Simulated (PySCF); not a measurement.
**BeO: changing the method**

Starting from one script, swap the method and compare what comes out for BeO.

Computed with PySCF 2.14.0. Level: method and basis as typed in the scripts.

## (1) The system as given

BeO: 2 atoms, charge 0, spin multiplicity 1.

Bond lengths: Be1–O2 1.451 Å.

## (2) The base run

Input file input.py:

```python
from pyscf import gto, scf, mp

mol = gto.M(
    atom='Be 0 0 0; O 0 0 1.451',
    basis='cc-pvdz',
    charge=0,
    spin=0,
    verbose=3,
)
mf = scf.RHF(mol)
mf = mf.density_fit(auxbasis='def2-universal-jkfit')
mf.kernel()
mp.MP2(mf, frozen=1).kernel()
mf.dip_moment()
print('orbital energies (hartree):', mf.mo_energy[..., max(0, mol.nelec[1]-3):mol.nelec[0]+3].round(4))
```

On the command line:

```console
$ python input.py
```

## (3) EOM-IP

Run 1 changes step after the SCF: mp2 → eomip; number of roots: none → 8.

input.py, as its differences from that of step 2:

```diff
@@ -1,2 +1,2 @@
-from pyscf import gto, scf, mp
+from pyscf import gto, scf, cc
 
@@ -12,3 +12,6 @@
 mf.kernel()
-mp.MP2(mf, frozen=1).kernel()
+mycc = cc.CCSD(mf, frozen=1)
+mycc.kernel()
+e = mycc.ipccsd(nroots=8)[0]
+print('roots (eV) =', (e*27.211386).round(3))
 mf.dip_moment()
```

## (4) Geometry optimisation

Run 2 changes step after the SCF: mp2 → optimize.

Input file input.py:

```python
from pyscf import gto, scf
from pyscf.geomopt.geometric_solver import optimize

mol = gto.M(
    atom='Be 0 0 0; O 0 0 1.451',
    basis='cc-pvdz',
    charge=0,
    spin=0,
    verbose=3,
)
mf = scf.RHF(mol)
mf = mf.density_fit(auxbasis='def2-universal-jkfit')
mf.kernel()
mol_eq = optimize(mf, maxsteps=30)
print('optimised geometry (angstrom)')
print(mol_eq.tostring('raw'))
print('orbital energies (hartree):', mf.mo_energy[..., max(0, mol.nelec[1]-3):mol.nelec[0]+3].round(4))
```

## (5) CCSD

Run 3 changes step after the SCF: mp2 → ccsd.

input.py, as its differences from that of step 2:

```diff
@@ -1,2 +1,2 @@
-from pyscf import gto, scf, mp
+from pyscf import gto, scf, cc
 
@@ -12,3 +12,4 @@
 mf.kernel()
-mp.MP2(mf, frozen=1).kernel()
+mycc = cc.CCSD(mf, frozen=1)
+mycc.kernel()
 mf.dip_moment()
```

## (6) MP2

Run 4 changes frozen orbitals: 1 → none.

input.py, as its differences from that of step 2:

```diff
@@ -12,3 +12,3 @@
 mf.kernel()
-mp.MP2(mf, frozen=1).kernel()
+mp.MP2(mf).kernel()
 mf.dip_moment()
```

## (7) Tpss (RKS)

Run 5 changes functional: none (Hartree–Fock) → tpss; SCF type: RHF → RKS; step after the SCF: mp2 → analyze.

Input file input.py:

```python
from pyscf import gto, dft

mol = gto.M(
    atom='Be 0 0 0; O 0 0 1.451',
    basis='cc-pvdz',
    charge=0,
    spin=0,
    verbose=3,
)
mf = dft.RKS(mol, xc='tpss')
mf = mf.density_fit(auxbasis='def2-universal-jkfit')
mf.kernel()
mf.analyze()
print('orbital energies (hartree):', mf.mo_energy[..., max(0, mol.nelec[1]-3):mol.nelec[0]+3].round(4))
```

## (8) Polarisability

Run 6 changes step after the SCF: mp2 → polarizability.

input.py, as its differences from that of step 2:

```diff
@@ -1,2 +1,3 @@
-from pyscf import gto, scf, mp
+from pyscf import gto, scf
+from pyscf.prop.polarizability import rhf as pol
 
@@ -12,3 +13,4 @@
 mf.kernel()
-mp.MP2(mf, frozen=1).kernel()
+print('polarizability (a.u.)')
+print(pol.Polarizability(mf).polarizability().round(4))
 mf.dip_moment()
```

Before running it: what results should come out? Wanted: for each run, E(SCF); from base; gap; SCF dipole; after the SCF.

The runs gave:

| run | E(SCF) (hartree) | from base (eV) | gap (eV) | SCF dipole (D) | after the SCF |
| --- | --- | --- | --- | --- | --- |
| base | -89.393375 | 0 | 8.30 | 7.40 | MP2 correlation -7.044 eV, core frozen |
| EOM-IP | -89.393375 | 0.0000 | 8.30 | 7.40 | CCSD correlation -6.762 eV, core frozen, first root 9.36 eV |
| geometry optimisation | -89.393375 | 0.0000 | 8.30 | n/a | bond 1.307 Å, -0.484 eV |
| CCSD | -89.393375 | 0.0000 | 8.30 | 7.40 | CCSD correlation -6.762 eV, core frozen |
| MP2 | -89.393375 | 0.0000 | 8.30 | 7.40 | MP2 correlation -7.100 eV |
| tpss (RKS) | -89.909806 | not comparable | 1.12 | 5.41 | n/a |
| polarisability | -89.393375 | 0.0000 | 8.30 | 7.40 | mean α 22.5 bohr³ |

SCF columns refer to the geometry typed in the script.

What this shows: On the same reference and core, CCSD gains 6.76 eV in 1.8 s; MP2 reaches 104 % of that in 0.93 s. A lower total energy from another functional means nothing by itself.
